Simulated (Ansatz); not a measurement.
# C: an axial (c/a) deformation path

Aim: for C, look for other minima along an axial (c/a) path.

Computed with Ansatz 0.2.0 (DFT r2SCAN, scalar-relativistic, plane waves, PAW, unless a step's input says otherwise).

### 1 The structure to begin with

The structure is orthorhombic, space group Fmmm (No. 69). The conventional cell has a = 2.456 Å, b = 4.254 Å, c = 6.696 Å, α = 90.00°, β = 90.00°, γ = 90.00°. C (site symmetry m2m) is surrounded by 3 C at 1.42 Å.

Coordinates:

```cif
data_structure
_symmetry_space_group_name_H-M 'P 1'
_symmetry_Int_Tables_number 1
_cell_length_a 3.9665
_cell_length_b 3.5661
_cell_length_c 2.4560
_cell_angle_alpha 80.086
_cell_angle_beta 62.329
_cell_angle_gamma 37.586
_cell_volume 17.49
loop_
_atom_site_label
_atom_site_type_symbol
_atom_site_fract_x
_atom_site_fract_y
_atom_site_fract_z
_atom_site_occupancy
C1 C 0.16667 0.83333 0.16667 1
C2 C 0.83333 0.16667 0.83333 1
```

No relaxation comes first: the listed cell is the starting point.

### 2 Setting up an axial (c/a) deformation path

At fixed volume and fractional coordinates, lengths along (0.000, 0.000, 1.000) are scaled against those across it; ρ is that ratio over its starting value.

### 3 At ρ = 0.850

The input, input.yaml:

```yaml
crystal:
  lattice:
    - [0.0, 2.2454041173, 3.0042176949]
    - [1.2963593117, 0.0, 3.0042176949]
    - [1.2963593117, 2.2454041173, 0.0]
  atoms:
    - { symbol: C, position: [0.16667, 0.83333, 0.16667] }
    - { symbol: C, position: [0.83333, 0.16667, 0.83333] }
basis:
  ecutwfc: 500
kpoints:
  mp_grid: { grid: [14, 14, 14] }
hamiltonian:
  xc: r2scan
scf:
  occupations: { method: gaussian, width: 0.05 }
output:
  forces: true
  stress: true
  eigenvalues: true
```

### 4 At ρ = 1.200

input.yaml: that of step 3 with these lines changed.

```diff
@@ -2,5 +2,5 @@
   lattice:
-    - [0.0, 2.2454041173, 3.0042176949]
-    - [1.2963593117, 0.0, 3.0042176949]
-    - [1.2963593117, 2.2454041173, 0.0]
+    - [0.0, 2.0015836334, 3.7807063496]
+    - [1.1555922435, 0.0, 3.7807063496]
+    - [1.1555922435, 2.0015836334, 0.0]
   atoms:
```

### 5 At ρ = 0.920

input.yaml: that of step 4 with these lines changed.

```diff
@@ -2,5 +2,5 @@
   lattice:
-    - [0.0, 2.0015836334, 3.7807063496]
-    - [1.1555922435, 0.0, 3.7807063496]
-    - [1.1555922435, 2.0015836334, 0.0]
+    - [0.0, 2.1869467782, 3.1669703753]
+    - [1.2626096115, 0.0, 3.1669703753]
+    - [1.2626096115, 2.1869467782, 0.0]
   atoms:
```

### 6 Point ρ = 1.100

input.yaml: that of step 5 with these lines changed.

```diff
@@ -2,5 +2,5 @@
   lattice:
-    - [0.0, 2.1869467782, 3.1669703753]
-    - [1.2626096115, 0.0, 3.1669703753]
-    - [1.2626096115, 2.1869467782, 0.0]
+    - [0.0, 2.0604872342, 3.5676362887]
+    - [1.189599588, 0.0, 3.5676362887]
+    - [1.189599588, 2.0604872342, 0.0]
   atoms:
```

### 7 At ρ = 0.960

input.yaml: that of step 6 with these lines changed.

```diff
@@ -2,5 +2,5 @@
   lattice:
-    - [0.0, 2.0604872342, 3.5676362887]
-    - [1.189599588, 0.0, 3.5676362887]
-    - [1.189599588, 2.0604872342, 0.0]
+    - [0.0, 2.1561406074, 3.258113965]
+    - [1.2448240084, 0.0, 3.258113965]
+    - [1.2448240084, 2.1561406074, 0.0]
   atoms:
```

### 8 At ρ = 1.050

input.yaml: that of step 7 with these lines changed.

```diff
@@ -2,5 +2,5 @@
   lattice:
-    - [0.0, 2.1561406074, 3.258113965]
-    - [1.2448240084, 0.0, 3.258113965]
-    - [1.2448240084, 2.1561406074, 0.0]
+    - [0.0, 2.0926875483, 3.4586900833]
+    - [1.2081900843, 0.0, 3.4586900833]
+    - [1.2081900843, 2.0926875483, 0.0]
   atoms:
```

### 9 At ρ = 0.800

input.yaml: that of step 8 with these lines changed.

```diff
@@ -2,5 +2,5 @@
   lattice:
-    - [0.0, 2.0926875483, 3.4586900833]
-    - [1.2081900843, 0.0, 3.4586900833]
-    - [1.2081900843, 2.0926875483, 0.0]
+    - [0.0, 2.2912412928, 2.8852189369]
+    - [1.3228228997, 0.0, 2.8852189369]
+    - [1.3228228997, 2.2912412928, 0.0]
   atoms:
```

### 10 ρ = 1.300

input.yaml: that of step 9 with these lines changed.

```diff
@@ -2,5 +2,5 @@
   lattice:
-    - [0.0, 2.2912412928, 2.8852189369]
-    - [1.3228228997, 0.0, 2.8852189369]
-    - [1.3228228997, 2.2912412928, 0.0]
+    - [0.0, 1.9488857157, 3.9879314476]
+    - [1.1251676816, 0.0, 3.9879314476]
+    - [1.1251676816, 1.9488857157, 0.0]
   atoms:
```

(Steps that only read results are left out.)

Q: Predict the outcome of this session. Wanted: highest point.

As calculated:

| quantity | value |
| --- | --- |
| highest point | 615.6 meV/atom at ρ = 1.300 |

The undisturbed cell stays the lowest of the sampled points. No sampled point inside the path is a dip, apart from those named. The gap on the mesh, 0.38 eV at the start, reads zero at ρ = 0.800.
